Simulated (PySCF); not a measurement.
# C3H6ClNSi: electronic excitations and core binding energies

Wanted: the electronic excitations and core binding energies of C3H6ClNSi (`C[Si@@H](Cl)CC#N`), by calculation.

The runs use PySCF 2.14.0, with density-fitted response routines of our own; the level of theory stands in each step. All values are computed, except where a source is named. Atoms are numbered from 0 throughout.

**1. The molecule as given**

12 atoms, charge 0, multiplicity 1; geometry from: GFN2-xTB.

Bonds of the start (Å): C0–Si1 1.90, Si1–Cl2 2.03, Si1–C3 1.93, C3–C4 1.43, C4–N5 1.14, C0–H6 1.09, C0–H7 1.09, C0–H8 1.09, Si1–H9 1.46, C3–H10 1.09, C3–H11 1.09.

**2. Excited states and response: CAM-B3LYP/def2-SVPD**

What the job is given:

```
{"job": {"kind": "uv", "xc": "CAM-B3LYP", "basis": "def2-SVPD", "nstates": 8, "ntriplets": 3}, "charge": 0, "multiplicity": 1}
C     -1.674781     0.272184     0.185969
Si    -0.246352    -0.801475    -0.445478
Cl    -0.485970    -1.198029    -2.418716
C      1.397514     0.187393    -0.285369
C      1.638955     0.566878     1.070782
N      1.807388     0.864029     2.162726
H     -2.624862    -0.250540     0.120466
H     -1.520241     0.551614     1.224307
H     -1.768510     1.189866    -0.391115
H     -0.120120    -2.065714     0.278201
H      2.241197    -0.410911    -0.634009
H      1.356981     1.094019    -0.893791
```

With the program's defaults for keys left out, this is: TDDFT CAM-B3LYP/def2-SVPD, vertical, gas phase, core orbitals frozen in the response.

The run is started by

```console
$ OMP_NUM_THREADS=1 python probes_run.py task.json out
```

The driver reads the jobs from task.json and runs them one after another.

What it wrote:

```text
coarse grid: 11288 points
cycle   1  E = -921.8052866575  dE =  6.143e-01  |g| = 5.498e-01  |ddm| = 4.461e+00
cycle   2  E = -921.7155044099  dE =  8.978e-02  |g| = 8.816e-01  |ddm| = 1.722e+00
cycle   3  E = -921.8860969306  dE = -1.706e-01  |g| = 1.006e-01  |ddm| = 1.026e+00
cycle   4  E = -921.8883916913  dE = -2.295e-03  |g| = 3.527e-02  |ddm| = 1.833e-01
cycle   5  E = -921.8886929121  dE = -3.012e-04  |g| = 3.878e-03  |ddm| = 6.205e-02
cycle   6  E = -921.8886970841  dE = -4.172e-06  |g| = 1.712e-03  |ddm| = 9.194e-03
final grid: 100520 points
cycle   7  E = -922.0032948658  dE = -2.008e-05  |g| = 3.631e-03  |ddm| = 4.878e-02
cycle   8  E = -922.0032950932  dE = -2.274e-07  |g| = 3.569e-03  |ddm| = 9.982e-03
cycle   9  E = -922.0032982318  dE = -3.139e-06  |g| = 5.833e-04  |ddm| = 4.264e-03
cycle  10  E = -922.0032982952  dE = -6.340e-08  |g| = 2.353e-04  |ddm| = 7.099e-04
cycle  11  E = -922.0032983068  dE = -1.153e-08  |g| = 2.525e-05  |ddm| = 3.474e-04
cycle  12  E = -922.0032983069  dE = -1.708e-10  |g| = 6.439e-06  |ddm| = 4.932e-05
converged SCF energy = -922.0032983069

Static polarisability (au): isotropic 76.953, principal 63.781 72.364 94.714

Singlet excitations
state   eV       nm        f      main configurations
  1   7.6052    163.0   0.00501   H->L+5 0.35, H->L+1 0.14
  2   7.7633    159.7   0.03901   H->L+1 0.37, H-2->L+5 0.12, H->L 0.12
  3   8.0103    154.8   0.00120   H-2->L+1 0.24, H-2->L+4 0.20, H-2->L 0.10
  4   8.1122    152.8   0.01402   H-1->L+1 0.82
  5   8.2214    150.8   0.03812   H->L 0.58, H->L+2 0.19
  6   8.2791    149.8   0.01004   H->L+1 0.26, H-3->L+1 0.20, H->L+4 0.10
  7   8.6431    143.4   0.04306   H-1->L 0.46, H->L+2 0.21, H-1->L+2 0.17
  8   8.7344    141.9   0.01092   H-1->L+2 0.59, H-1->L 0.11

Triplet excitations (Tamm-Dancoff, eV): 6.3864 6.9499 6.9623
```

Wall time 40 s (1 thread of Arm Neoverse V1, shared host); peak memory 0.76 GiB.

The orbitals next to the gap, with their largest atomic shares:

```csv
orbital,eV,atoms
HOMO−3,-11.36,"Cl2 57 %, N5 17 %, C4 13 %"
HOMO−2,-11.03,"N5 46 %, C4 35 %, C3 10 %"
HOMO−1,-10.61,"Cl2 48 %, Si1 17 %, C0 15 %"
HOMO,-10.19,"N5 23 %, Cl2 20 %, C3 18 %"
LUMO,0.92,"Si1 20 %, C4 14 %, C3 13 %"
LUMO+1,1.01,"Cl2 41 %, Si1 22 %, H9 8 %"
LUMO+2,1.32,"Si1 19 %, Cl2 16 %, C0 12 %"
```

With each of the 8 states as a Gaussian band of 0.4 eV half-width at 1/e, the curve within the window shown has maxima at 150 nm (ε 3,600) L/(mol cm). Beyond the last state computed it falls off for lack of states. The curve at chosen wavelengths:

nm, ε (L/mol/cm) and a bar:
```
      137        961 #######
      139       1637 #############
      140       1995 ################
      142       2648 ######################
      143       2913 ########################
      145       3299 ###########################
      146       3428 ############################
      148       3582 ##############################
      149       3615 ##############################
      151       3596 ##############################
      153       3473 #############################
      154       3378 ############################
      156       3134 ##########################
      157       2988 #########################
      159       2648 ######################
      160       2455 ####################
      162       2031 #################
      164       1583 #############
      165       1363 ###########
      167        960 #######
      168        784 ######
      170        496 ###
      171        385 ###
      173        220 #
      174        163 #
      176         85
```

Leading natural transition orbitals of singlet state 7: the hole lies on Cl2 42 %; C0 24 %; Si1 10 %; the particle on H6, H9 about 19 % each; Cl2 13 %; H8 13 %.

Leading natural transition orbitals of singlet state 1: the hole lies on N5 46 %; C4 25 %; C3 11 %; the particle on N5 35 %; C4 34 %; H11 10 %.

Ground-state properties from the same run:

```csv
property,computed
dipole moment (D),2.66
polarisability (Å³),11.40
HOMO–LUMO gap (eV),11.11
−ε(HOMO) (eV),10.19
```

Orbitals, density, ELF and potential are computed afterwards from the orbital file.

Frontier orbitals at CAM-B3LYP/def2-SVPD, with the share of their density that lies nearest to each atom:

| orbital | energy (eV) | lies on |
| --- | --- | --- |
| HOMO | -10.19 | N5 26 %; Cl2 20 %; C3 18 % |
| LUMO | 0.92 | H10, H11 about 18 % each; H8, H9 about 11 % each; Cl2 9 % |

ELF in a plane through or near 6 of the atoms.

Values, 10 rows by 14 columns:
```
0.00 0.00 0.00 0.00 0.00 0.00 0.00 0.00 0.00 0.00 0.00 0.00 0.00 0.00
0.00 0.00 0.00 0.01 0.02 0.00 0.00 0.00 0.00 0.00 0.00 0.00 0.00 0.00
0.00 0.00 0.39 0.84 0.88 0.58 0.03 0.00 0.28 0.25 0.01 0.00 0.00 0.00
0.00 0.00 0.52 0.82 0.30 0.71 0.11 0.25 1.00 0.98 0.10 0.05 0.00 0.00
0.00 0.00 0.26 0.69 0.35 0.40 0.08 0.16 0.77 0.40 0.98 0.97 0.16 0.00
0.00 0.00 0.01 0.06 0.50 0.46 0.92 0.29 0.31 0.72 0.81 0.80 0.02 0.00
0.00 0.00 0.03 0.96 1.00 0.79 0.52 0.09 0.37 0.32 0.02 0.00 0.00 0.00
0.00 0.00 0.00 0.06 0.23 0.01 0.29 0.81 0.42 0.88 0.60 0.03 0.00 0.00
0.00 0.00 0.00 0.00 0.00 0.00 0.39 0.73 0.83 0.71 0.28 0.00 0.00 0.00
0.00 0.00 0.00 0.00 0.00 0.00 0.00 0.05 0.09 0.04 0.00 0.00 0.00 0.00
```
The map spans 10.4 Å across and 10.3 Å up, centred on the molecule. Atoms in the plane (x, y in Å): Si1 (0.4, -0.7), C4 (-1.8, 0.9), N5 (-2.2, 1.9), H6 (2.6, 0.5), H7 (1.2, 1.6), H10 (-2.0, -1.2).

log10 of the density (e/Å³) in the same plane.

Ten even steps from '0' (-4.0) to '9' (1.4):
```
0000000000000000000000000000
0000000000000000000000000000
0000012222100000000000000000
0001233443321101111100000000
0012345565543222333221000000
0013456776643334444432110000
0123557897654445666543321000
0123456788765456777665432100
0013456789765456777776543100
0012345677766566777776543100
0001234567777688766655432100
0001235677776799765443321000
0001235677666677665433210000
0000224455545567776543210000
0000112333345577877644210000
0000001122234567777543210000
0000000001124456665533100000
0000000000012344444321000000
0000000000001223332210000000
0000000000000001100000000000
```
The map spans 10.4 Å across and 10.3 Å up, centred on the molecule. Atoms in the plane (x, y in Å): Si1 (0.4, -0.7), C4 (-1.8, 0.9), N5 (-2.2, 1.9), H6 (2.6, 0.5), H7 (1.2, 1.6), H10 (-2.0, -1.2).

On the surface of density 0.002 e/bohr³ the electrostatic potential runs, from the 1st to the 99th percentile, from -1.77 V near N5 to 1.51 V near H11.

**3. X-ray photoelectron lines: SCAN, X2C**

Same as in step 2 but for these lines:

```diff
@@ -1,2 +1,2 @@
-{"job": {"kind": "uv", "xc": "CAM-B3LYP", "basis": "def2-SVPD", "nstates": 8, "ntriplets": 3}, "charge": 0, "multiplicity": 1}
+{"job": {"kind": "xps"}, "charge": 0, "multiplicity": 1}
 C     -1.674781     0.272184     0.185969
```

Level: delta-SCF UKS SCAN, pcX-2 on the ionised atom, pcseg-1 elsewhere, spin-free X2C.

What it wrote:

```text
ground state, core basis on atom 0 (C), 153 functions
  cycle   1  E = -924.12512371  |g| = 6.01e-01
  cycle   2  E = -923.92096423  |g| = 1.08e+00
  cycle   3  E = -924.18735788  |g| = 3.63e-01
  cycle   4  E = -924.21860054  |g| = 4.06e-02
  cycle   5  E = -924.21894160  |g| = 1.80e-02
  cycle   6  E = -924.21903093  |g| = 4.30e-03
  cycle   7  E = -924.21903297  |g| = 1.89e-03
  cycle   8  E = -924.21903388  |g| = 2.74e-04
  E(ground) = -924.26382089 Eh
hole in C 1s of atom 0
  cycle   1  E = -912.96695077  |g| = 1.50e+00
  cycle   2  E = -912.41660014  |g| = 1.72e+00
  cycle   3  E = -913.48967390  |g| = 3.23e-01
  cycle   4  E = -913.51048694  |g| = 2.24e-01
  cycle   5  E = -913.52964251  |g| = 1.09e-01
  cycle   6  E = -913.53460599  |g| = 2.88e-02
  cycle   7  E = -913.53505780  |g| = 5.31e-03
  cycle   8  E = -913.53507560  |g| = 2.27e-03
  cycle   9  E = -913.53507840  |g| = 8.56e-04
  cycle  10  E = -913.53507995  |g| = 4.66e-04
  E(ion) = -913.57850330 Eh   <S^2> = 0.7663   hole on atom = 1.000   binding energy = 290.762 eV
ground state, core basis on atom 1 (Si), 164 functions
  cycle   1  E = -924.31870922  |g| = 2.88e-01
  cycle   2  E = -924.31864215  |g| = 4.74e-02
  cycle   3  E = -924.31831851  |g| = 5.30e-02
  cycle   4  E = -924.31886417  |g| = 2.42e-02
  cycle   5  E = -924.31898821  |g| = 5.61e-03
  cycle   6  E = -924.31900024  |g| = 3.56e-04
  E(ground) = -924.32171473 Eh
hole in Si 1s of atom 1
  cycle   1  E = -855.33795555  |g| = 4.35e+00
  cycle   2  E = -855.06408768  |g| = 2.33e+00
  cycle   3  E = -855.50724357  |g| = 1.23e+00
  cycle   4  E = -856.16849075  |g| = 6.93e-01
  cycle   5  E = -856.31593906  |g| = 4.22e-01
  cycle   6  E = -856.40215909  |g| = 4.47e-02
  cycle   7  E = -856.40294207  |g| = 2.33e-02
  cycle   8  E = -856.40330466  |g| = 6.55e-03
  cycle   9  E = -856.40332840  |g| = 2.11e-03
  cycle  10  E = -856.40333047  |g| = 5.67e-04
  cycle  11  E = -856.40333015  |g| = 2.69e-04
  E(ion) = -856.41174184 Eh   <S^2> = 0.7523   hole on atom = 1.000   binding energy = 1847.924 eV
hole in Si 2p of atom 1
  cycle   1  E = -919.99766897  |g| = 1.25e+00
  cycle   2  E = -919.60378203  |g| = 1.34e+00
  cycle   3  E = -920.18621069  |g| = 5.12e-01
  cycle   4  E = -920.28540764  |g| = 3.10e-01
  cycle   5  E = -920.32261777  |g| = 1.16e-01
  cycle   6  E = -920.32944497  |g| = 1.71e-02
  cycle   7  E = -920.32962846  |g| = 6.15e-03
  cycle   8  E = -920.32964827  |g| = 2.14e-03
  cycle   9  E = -920.32965120  |g| = 5.59e-04
  cycle  10  E = -920.32965113  |g| = 2.37e-04
  E(ion) = -920.34082004 Eh   <S^2> = 0.7517   hole on atom = 1.003   binding energy = 108.326 eV
  2p3/2 = 108.061 eV   2p1/2 = 108.688 eV
ground state, core basis on atom 2 (Cl), 164 functions
  cycle   1  E = -924.40539137  |g| = 4.85e-01
  cycle   2  E = -924.40538630  |g| = 5.22e-02
  cycle   3  E = -924.40479639  |g| = 6.52e-02
  cycle   4  E = -924.40565123  |g| = 3.25e-02
  cycle   5  E = -924.40587069  |g| = 7.99e-03
  cycle   6  E = -924.40588849  |g| = 1.05e-03
  cycle   7  E = -924.40588706  |g| = 1.69e-04
  E(ground) = -924.43363599 Eh
hole in Cl 1s of atom 2
  cycle   1  E = -819.19206776  |g| = 5.47e+00
  cycle   2  E = -819.33349859  |g| = 2.28e+00
  cycle   3  E = -819.80902937  |g| = 1.08e+00
  cycle   4  E = -820.21880260  |g| = 6.60e-01
  cycle   5  E = -820.34085485  |g| = 4.48e-01
  cycle   6  E = -820.43485780  |g| = 4.90e-02
  cycle   7  E = -820.43584170  |g| = 2.51e-02
  cycle   8  E = -820.43616278  |g| = 7.00e-03
  cycle   9  E = -820.43618704  |g| = 1.99e-03
  cycle  10  E = -820.43618965  |g| = 4.54e-04
  E(ion) = -820.47148687 Eh   <S^2> = 0.7519   hole on atom = 1.000   binding energy = 2828.954 eV
hole in Cl 2p of atom 2
  cycle   1  E = -916.32762082  |g| = 1.70e+00
  cycle   2  E = -916.13882453  |g| = 1.36e+00
  cycle   3  E = -916.66267805  |g| = 4.70e-01
  cycle   4  E = -916.72344812  |g| = 3.80e-01
  cycle   5  E = -916.77750125  |g| = 1.67e-01
  cycle   6  E = -916.79108391  |g| = 2.56e-02
  cycle   7  E = -916.79136744  |g| = 8.45e-03
  cycle   8  E = -916.79140087  |g| = 2.53e-03
  cycle   9  E = -916.79140452  |g| = 6.69e-04
  cycle  10  E = -916.79140540  |g| = 2.93e-04
  E(ion) = -916.82776492 Eh   <S^2> = 0.7516   hole on atom = 1.001   binding energy = 206.966 eV
  2p3/2 = 206.383 eV   2p1/2 = 208.036 eV
ground state, core basis on atom 3 (C), 153 functions
  cycle   1  E = -924.22003868  |g| = 5.84e-02
  cycle   2  E = -924.22003922  |g| = 2.07e-02
  cycle   3  E = -924.22002337  |g| = 2.31e-02
  cycle   4  E = -924.22011692  |g| = 1.16e-02
  cycle   5  E = -924.22014651  |g| = 1.46e-03
  cycle   6  E = -924.22014570  |g| = 1.43e-04
  E(ground) = -924.26500403 Eh
hole in C 1s of atom 3
  cycle   1  E = -912.92511654  |g| = 1.51e+00
  cycle   2  E = -911.77654298  |g| = 2.11e+00
  cycle   3  E = -913.12866597  |g| = 8.87e-01
  cycle   4  E = -913.35834560  |g| = 5.45e-01
  cycle   5  E = -913.49022140  |g| = 9.54e-02
  cycle   6  E = -913.49387912  |g| = 3.15e-02
  cycle   7  E = -913.49441809  |g| = 8.34e-03
  cycle   8  E = -913.49446613  |g| = 3.48e-03
  cycle   9  E = -913.49447802  |g| = 1.62e-03
  cycle  10  E = -913.49448368  |g| = 9.98e-04
  cycle  11  E = -913.49448656  |g| = 5.93e-04
  cycle  12  E = -913.49448716  |g| = 2.98e-04
  E(ion) = -913.53744462 Eh   <S^2> = 0.7679   hole on atom = 1.000   binding energy = 291.912 eV
ground state, core basis on atom 4 (C), 153 functions
  cycle   1  E = -924.22427832  |g| = 5.92e-02
  cycle   2  E = -924.22401655  |g| = 3.98e-02
  cycle   3  E = -924.22361726  |g| = 5.80e-02
  cycle   4  E = -924.22434872  |g| = 9.25e-03
  cycle   5  E = -924.22437176  |g| = 5.03e-04
  cycle   6  E = -924.22437021  |g| = 1.56e-04
  E(ground) = -924.27129876 Eh
hole in C 1s of atom 4
  cycle   1  E = -912.94015238  |g| = 1.51e+00
  cycle   2  E = -906.33591818  |g| = 2.87e+00
  cycle   3  E = -908.85006520  |g| = 1.90e+00
  cycle   4  E = -913.06437934  |g| = 9.53e-01
  cycle   5  E = -913.44586326  |g| = 2.67e-01
  cycle   6  E = -913.47620450  |g| = 1.13e-01
  cycle   7  E = -913.48299602  |g| = 3.19e-02
  cycle   8  E = -913.48359132  |g| = 1.03e-02
  cycle   9  E = -913.48369611  |g| = 4.99e-03
  cycle  10  E = -913.48373730  |g| = 3.50e-03
  cycle  11  E = -913.48376545  |g| = 2.25e-03
  cycle  12  E = -913.48377510  |g| = 6.39e-04
  cycle  13  E = -913.48377467  |g| = 2.55e-04
  E(ion) = -913.52837927 Eh   <S^2> = 0.8081   hole on atom = 1.000   binding energy = 292.330 eV
ground state, core basis on atom 5 (N), 153 functions
  cycle   1  E = -924.23405367  |g| = 7.53e-02
  cycle   2  E = -924.23321701  |g| = 6.77e-02
  cycle   3  E = -924.23291490  |g| = 7.70e-02
  cycle   4  E = -924.23418496  |g| = 7.43e-03
  cycle   5  E = -924.23419711  |g| = 6.45e-04
  cycle   6  E = -924.23419801  |g| = 1.54e-04
  E(ground) = -924.27744710 Eh
hole in N 1s of atom 5
  cycle   1  E = -908.65045304  |g| = 1.84e+00
  cycle   2  E = -903.62252700  |g| = 2.95e+00
  cycle   3  E = -908.60800840  |g| = 1.04e+00
  cycle   4  E = -909.13661014  |g| = 7.41e-01
  cycle   5  E = -909.29981669  |g| = 3.52e-01
  cycle   6  E = -909.35273754  |g| = 4.78e-02
  cycle   7  E = -909.35400983  |g| = 2.55e-02
  cycle   8  E = -909.35441478  |g| = 1.06e-02
  cycle   9  E = -909.35451392  |g| = 5.19e-03
  cycle  10  E = -909.35455269  |g| = 2.82e-03
  cycle  11  E = -909.35456632  |g| = 1.80e-03
  cycle  12  E = -909.35456965  |g| = 4.77e-04
  E(ion) = -909.39716619 Eh   <S^2> = 0.8011   hole on atom = 1.000   binding energy = 404.913 eV
```

Run time: 94 s. Hardware: 1 thread of Arm Neoverse V1, shared host; peak memory 0.67 GiB.

The holes in one table. −ε is the ground-state orbital energy:

```csv
hole,stands for,environment,ΔSCF (eV; 2p as the shell's mean),−ε (eV),⟨S²⟩
C1s on C0,C0,methyl carbon bonded to Si,290.76,273.8,0.766
Si1s on Si1,Si1,"silicon bonded to 2 C, Cl, H",1847.92,1794.9,0.752
Si2p on Si1,Si1,"silicon bonded to 2 C, Cl, H",108.27,97.6,0.752
Cl1s on Cl2,Cl2,chlorine bonded to Si,2828.95,2764.0,0.752
Cl2p on Cl2,Cl2,chlorine bonded to Si,206.93,193.8,0.752
C1s on C3,C3,"sp3 CH2 bonded to Si, α to a nitrile",291.91,275.0,0.768
C1s on C4,C4,nitrile carbon,292.33,274.7,0.808
N1s on N5,N5,nitrile nitrogen,404.91,385.9,0.801
```

With the spin-orbit splitting: Si1 2p3/2 108.06, 2p1/2 108.69 eV; Cl2 2p3/2 206.38, 2p1/2 208.04 eV. The table gives each 2p level as the mean over the whole 2p shell (two parts 2p3/2, one part 2p1/2), which differs a little from the single hole in the log.

**4. What came out**

| quantity | value |
| --- | --- |
| lowest singlet (CAM-B3LYP/def2-SVPD) | 7.61 eV (163 nm), f = 0.005 |
| brightest single state of those computed | state 7, 8.64 eV, f = 0.043 |
| lowest triplet | 6.39 eV |
| surface potential, 1st and 99th percentile | -1.77 V and 1.51 V |
| C1s binding energies, SCAN/pcX-2 | C4 292.33, C3 291.91, C0 290.76 eV |
| Si1s binding energies, SCAN/pcX-2 | Si1 1847.92 eV |
| Si2p binding energies, SCAN/pcX-2 | Si1 108.27 eV |
| Cl1s binding energies, SCAN/pcX-2 | Cl2 2828.95 eV |
| Cl2p binding energies, SCAN/pcX-2 | Cl2 206.93 eV |
| N1s binding energies, SCAN/pcX-2 | N5 404.91 eV |

**Reading.** The first singlet state (HOMO→LUMO+5 0.35, HOMO→LUMO+1 0.14) lies at 7.61 eV and is weak; of the 8 states computed, the strongest absorption comes from state 7 at 8.64 eV. The lowest triplet lies 1.22 eV below the lowest singlet (triplets in Tamm-Dancoff, singlets in full TDDFT). The C1s levels kept as sound span 1.57 eV, from C0 (methyl carbon bonded to Si) up to C4 (nitrile carbon).
